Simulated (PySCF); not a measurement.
# C4H12GeO: magnetic properties

What do calculations give for the magnetic properties of C4H12GeO (`[H][Ge]([CH3])([CH3])[O]CC`)?

Programs: PySCF 2.14.0, with routines of our own; each step states its level. All values are computed. Atoms count from 0.

### Step 1. The system as given

18 atoms, charge 0, multiplicity 1; geometry from: GFN2-xTB.

### Step 2. Magnetic properties: GIAO PBE/def2-SVP

Job settings and geometry (Å):

```
{"job": {"kind": "mag", "xc": "PBE", "basis": "def2-SVP"}, "charge": 0, "multiplicity": 1}
Ge     0.393500     1.154120     0.412590
H      0.630320     1.540650     1.873960
C      2.103310     0.550490    -0.400370
H      2.834070     1.352520    -0.397520
H      1.933400     0.243530    -1.429560
H      2.524880    -0.291760     0.142520
C     -0.570760     2.544820    -0.593640
H     -0.744710     2.206000    -1.611170
H     -0.000780     3.468520    -0.628450
H     -1.533100     2.748290    -0.134410
O     -0.778840    -0.172060     0.379750
C     -0.591510    -1.493540     0.833520
C     -1.285120    -2.456370    -0.119880
H      0.473920    -1.746230     0.899200
H     -1.022160    -1.589380     1.838080
H     -1.170030    -3.478370     0.230160
H     -2.342550    -2.214330    -0.181450
H     -0.853820    -2.366890    -1.113330
```

Method: GIAO PBE/def2-SVP magnetisability, rotational g tensor and spin-rotation constants, non-relativistic, gas phase.

Started as:

```bash
OMP_NUM_THREADS=1 python excited_run.py task.json out
```

One launch serves the whole session: the jobs run in the order shown.

Log:

```text
coarse grid: 62984 points
cycle   1  E = -2310.5967186014  dE = -3.382e-01  |g| = 1.071e+00  |ddm| = 4.124e+00
cycle   2  E = -2309.6940011445  dE =  9.027e-01  |g| = 2.308e+00  |ddm| = 4.707e+00
cycle   3  E = -2310.7820101131  dE = -1.088e+00  |g| = 4.486e-01  |ddm| = 4.141e+00
cycle   4  E = -2310.8241986687  dE = -4.219e-02  |g| = 1.041e-01  |ddm| = 5.366e-01
cycle   5  E = -2310.8263826829  dE = -2.184e-03  |g| = 2.885e-02  |ddm| = 1.373e-01
cycle   6  E = -2310.8266423026  dE = -2.596e-04  |g| = 7.342e-03  |ddm| = 4.615e-02
cycle   7  E = -2310.8266540263  dE = -1.172e-05  |g| = 2.298e-03  |ddm| = 7.921e-03
cycle   8  E = -2310.8266553609  dE = -1.335e-06  |g| = 5.426e-04  |ddm| = 3.040e-03
final grid: 133544 points
cycle   9  E = -2310.8266920411  dE =  1.254e-07  |g| = 1.081e-03  |ddm| = 2.762e-03
cycle  10  E = -2310.8266910905  dE =  9.505e-07  |g| = 2.349e-03  |ddm| = 3.664e-03
cycle  11  E = -2310.8266923030  dE = -1.212e-06  |g| = 2.269e-04  |ddm| = 2.567e-03
cycle  12  E = -2310.8266923142  dE = -1.116e-08  |g| = 3.163e-05  |ddm| = 2.395e-04
cycle  13  E = -2310.8266923144  dE = -2.419e-10  |g| = 5.183e-06  |ddm| = 3.555e-05
converged SCF energy = -2310.8266923144

Magnetisability tensor (1e-30 J/T^2)
    -1403.40      -24.18       -6.42
      -24.18    -1474.11        1.13
       -6.42        1.13    -1399.88
isotropic -1425.80   principal values   -1481.60  -1404.66  -1391.13
isotropic susceptibility -85.863 1e-6 cm^3/mol

Inertial axes            a          b          c
rot. const./GHz      3.8400     1.3508     1.1612
chi total           -89.144    -84.122    -84.325
chi diamagnetic    -455.739  -1034.728  -1190.817
chi paramagnetic    366.595    950.606   1106.492
quadrupole/D A        2.665     -0.759     -1.906
g nuclear            0.6588     0.6004     0.6017
g electronic        -0.6613    -0.6033    -0.6036
g total             -0.0026    -0.0028    -0.0019

Spin-rotation constants (kHz, H = +C I.J)
atom  isotope        aa         bb         cc
  1     1H       -0.283     -0.107      0.046
  3     1H       -0.019     -0.130     -0.143
  4     1H       -0.437     -0.151      0.004
  5     1H       -0.267     -0.064     -0.107
  7     1H       -0.421     -0.153      0.010
  8     1H        0.039     -0.152     -0.140
  9     1H       -0.437     -0.005     -0.109
 13     1H       -0.373      0.071     -0.119
 14     1H       -0.341     -0.109      0.034
 15     1H       -0.041     -0.119     -0.123
 16     1H       -0.412      0.038     -0.133
 17     1H       -0.383     -0.147      0.011
  0   73Ge*      -1.047     -0.392     -0.370
  2    13C*       0.390      0.151      0.112
 10    17O*      -0.453     -0.099     -0.088
 11    13C*       0.663      0.286      0.245
 12    13C*       0.476      0.199      0.154
* in the singly substituted isotopologue
```

Wall time 67 s (1 thread of Arm Neoverse N1, shared host); peak memory 0.61 GiB.

Key values:

```csv
quantity,value
magnetisability,-1426·10⁻³⁰ J/T²
molar susceptibility,-85.9·10⁻⁶ cm³/mol
"rotational g (a, b, c)","-0.0026, -0.0028, -0.0019"
```

Orbitals, density, ELF and potential are computed afterwards from the orbital file.

Frontier orbitals at PBE/def2-SVP, with the share of their density that lies nearest to each atom:

```csv
orbital,energy (eV),lies on
HOMO,-5.62,O10 63 %; H14 10 %; H1 7 %
LUMO,0.65,Ge0 24 %; H1 17 %; O10 12 %
```

ELF in a plane through or near 7 of the atoms.

Ten even steps from ' ' (0.00) to '@' (1.00):
```
                                                        
                                                        
                                                        
                ::==--                                  
              ..**%%%%--              ::..              
          ....::##%%%%--            --@@@@##..          
        ++%%%%##++++**::    ----    **@@@@@@++          
      ..@@@@@@@@--::**==  ::####--  ++@@@@%%..          
        @@@@@@@@####%%==..--%%%%--  ++**##**--::        
        --%%##==--**==::..--%%##::==##====@@@@@@##      
                  ----::::::--....--++++%%@@@@@@%%      
                  ==##%%**::    ::--....==@@@@@@==      
              ::==**++==**--    --++..    ::++--        
            ++@@@@@@--==**##..    ::..                  
            **@@@@@@####@@@@##                          
            --@@@@%%==**@@@@%%                          
              ..--..  ..**##--                          
                                                        
                                                        
                                                        
```
The map spans 12.5 Å across and 10.2 Å up, centred on the molecule. Atoms in the plane (x, y in Å): C2 (-1.3, -1.8), H3 (-2.3, -2.2), C6 (-2.3, 1.4), H8 (-3.3, 1.2), C12 (2.7, 0.4), H15 (3.7, -0.1), H16 (2.8, 1.5).

log10 of the density (e/Å³) in the same plane.

Values, 10 rows by 14 columns:
```
-4.0 -4.0 -4.0 -4.0 -4.0 -4.0 -4.0 -4.0 -4.0 -4.0 -4.0 -4.0 -4.0 -4.0
-4.0 -4.0 -4.0 -3.7 -3.0 -3.0 -3.7 -4.0 -4.0 -4.0 -4.0 -4.0 -4.0 -4.0
-4.0 -4.0 -3.1 -2.1 -1.1 -1.1 -2.3 -3.4 -3.4 -2.6 -2.3 -3.0 -4.0 -4.0
-4.0 -3.7 -1.9 -0.7  0.0 -0.2 -1.6 -1.3 -1.6 -1.1 -0.5 -1.7 -3.1 -4.0
-4.0 -3.6 -1.7 -0.3  0.0 -0.2 -0.8  0.1 -0.5 -0.3  0.1 -0.9 -2.2 -3.9
-4.0 -4.0 -3.0 -2.1 -1.4 -0.5 -0.5 -0.8 -0.7 -0.2 -0.1 -0.2 -1.7 -3.6
-4.0 -4.0 -3.7 -2.3 -1.0  0.1 -0.1 -1.5 -1.4 -1.3 -1.7 -1.9 -2.7 -4.0
-4.0 -4.0 -3.6 -1.9 -0.4 -0.1  0.0 -1.2 -2.5 -2.7 -3.5 -3.9 -4.0 -4.0
-4.0 -4.0 -4.0 -3.0 -2.0 -1.7 -1.5 -2.2 -3.4 -4.0 -4.0 -4.0 -4.0 -4.0
-4.0 -4.0 -4.0 -4.0 -3.8 -3.4 -3.3 -3.7 -4.0 -4.0 -4.0 -4.0 -4.0 -4.0
```
The map spans 12.5 Å across and 10.2 Å up, centred on the molecule. Atoms in the plane (x, y in Å): C2 (-1.3, -1.8), H3 (-2.3, -2.2), C6 (-2.3, 1.4), H8 (-3.3, 1.2), C12 (2.7, 0.4), H15 (3.7, -0.1), H16 (2.8, 1.5).

On the surface of density 0.002 e/bohr³ the electrostatic potential runs, from the 1st to the 99th percentile, from -1.44 V near O10 to 0.81 V near H3.

### Step 3. Magnetic properties: GIAO OPBE/def2-SVP

Settings changed since step 2:

```diff
@@ -1,2 +1,2 @@
-{"job": {"kind": "mag", "xc": "PBE", "basis": "def2-SVP"}, "charge": 0, "multiplicity": 1}
+{"job": {"kind": "mag", "xc": "OPBE", "basis": "def2-SVP"}, "charge": 0, "multiplicity": 1}
 Ge     0.393500     1.154120     0.412590
```

With the program's defaults for keys left out, this is: GIAO OPBE/def2-SVP magnetisability, rotational g tensor and spin-rotation constants, non-relativistic, gas phase.

Log:

```text
coarse grid: 62984 points
cycle   1  E = -2311.7711196656  dE = -4.186e-01  |g| = 9.103e-01  |ddm| = 4.101e+00
cycle   2  E = -2311.1400491019  dE =  6.311e-01  |g| = 1.928e+00  |ddm| = 3.924e+00
cycle   3  E = -2311.9307387559  dE = -7.907e-01  |g| = 3.212e-01  |ddm| = 3.284e+00
cycle   4  E = -2311.9540731033  dE = -2.333e-02  |g| = 8.758e-02  |ddm| = 4.009e-01
cycle   5  E = -2311.9557430956  dE = -1.670e-03  |g| = 1.846e-02  |ddm| = 1.039e-01
cycle   6  E = -2311.9558423194  dE = -9.922e-05  |g| = 4.997e-03  |ddm| = 2.982e-02
cycle   7  E = -2311.9558475856  dE = -5.266e-06  |g| = 1.459e-03  |ddm| = 5.148e-03
final grid: 133544 points
cycle   8  E = -2311.9558988240  dE =  6.673e-07  |g| = 2.371e-03  |ddm| = 5.311e-03
cycle   9  E = -2311.9558960072  dE =  2.817e-06  |g| = 4.240e-03  |ddm| = 6.950e-03
cycle  10  E = -2311.9559001251  dE = -4.118e-06  |g| = 5.627e-04  |ddm| = 4.653e-03
cycle  11  E = -2311.9559001925  dE = -6.739e-08  |g| = 5.362e-05  |ddm| = 5.675e-04
cycle  12  E = -2311.9559001932  dE = -7.531e-10  |g| = 1.078e-05  |ddm| = 6.988e-05
converged SCF energy = -2311.9559001932

Magnetisability tensor (1e-30 J/T^2)
    -1402.38      -25.12       -7.17
      -25.12    -1477.08        2.05
       -7.17        2.05    -1399.37
isotropic -1426.28   principal values   -1484.74  -1404.85  -1389.23
isotropic susceptibility -85.892 1e-6 cm^3/mol

Inertial axes            a          b          c
rot. const./GHz      3.8400     1.3508     1.1612
chi total           -89.331    -84.058    -84.288
chi diamagnetic    -454.521  -1033.501  -1189.723
chi paramagnetic    365.190    949.442   1105.435
quadrupole/D A        2.600     -0.840     -1.761
g nuclear            0.6588     0.6004     0.6017
g electronic        -0.6588    -0.6025    -0.6030
g total             -0.0001    -0.0021    -0.0014

Spin-rotation constants (kHz, H = +C I.J)
atom  isotope        aa         bb         cc
  1     1H       -0.285     -0.107      0.045
  3     1H       -0.021     -0.130     -0.141
  4     1H       -0.432     -0.150      0.004
  5     1H       -0.267     -0.064     -0.106
  7     1H       -0.418     -0.152      0.009
  8     1H        0.036     -0.151     -0.139
  9     1H       -0.435     -0.006     -0.108
 13     1H       -0.372      0.069     -0.118
 14     1H       -0.341     -0.108      0.033
 15     1H       -0.044     -0.118     -0.122
 16     1H       -0.410      0.037     -0.132
 17     1H       -0.381     -0.145      0.010
  0   73Ge*      -1.045     -0.388     -0.364
  2    13C*       0.370      0.144      0.109
 10    17O*      -0.415     -0.088     -0.081
 11    13C*       0.638      0.279      0.238
 12    13C*       0.461      0.191      0.149
* in the singly substituted isotopologue
```

It took 55 s on 1 thread of Arm Neoverse N1, shared host; peak memory 0.62 GiB.

From this job:

```csv
quantity,value
magnetisability,-1426·10⁻³⁰ J/T²
molar susceptibility,-85.9·10⁻⁶ cm³/mol
"rotational g (a, b, c)","-0.0001, -0.0021, -0.0014"
```

### Step 4. Magnetic properties side by side

```csv
level,ξ (10⁻³⁰ J/T²),g(a),g(b),gap (eV),functions,time
GIAO PBE/def2-SVP,-1426,-0.0026,-0.0028,6.27,162,67 s
GIAO OPBE/def2-SVP,-1426,-0.0001,-0.0021,6.56,162,55 s
```

### Step 5. Summary of results

| quantity | value |
| --- | --- |
| magnetisability (step 2, GIAO PBE/def2-SVP) | -1426·10⁻³⁰ J/T² |
| molar susceptibility (step 2, GIAO PBE/def2-SVP) | -85.9·10⁻⁶ cm³/mol |
| rotational g (a, b, c) (step 2, GIAO PBE/def2-SVP) | -0.0026, -0.0028, -0.0019 |
| surface potential, 1st and 99th percentile | -1.44 V and 0.81 V |
| magnetisability over the levels | -1426 to -1426·10⁻³⁰ J/T² |

Steps that list no spin-orbit terms leave them out, which matters at and beside the heavy atoms. The magnetisability spreads by 0.0 % over 2 levels of like cost. Two levels can agree by chance, so this spread shows no convergence. Vibrational averaging and real surroundings are missing from these values.
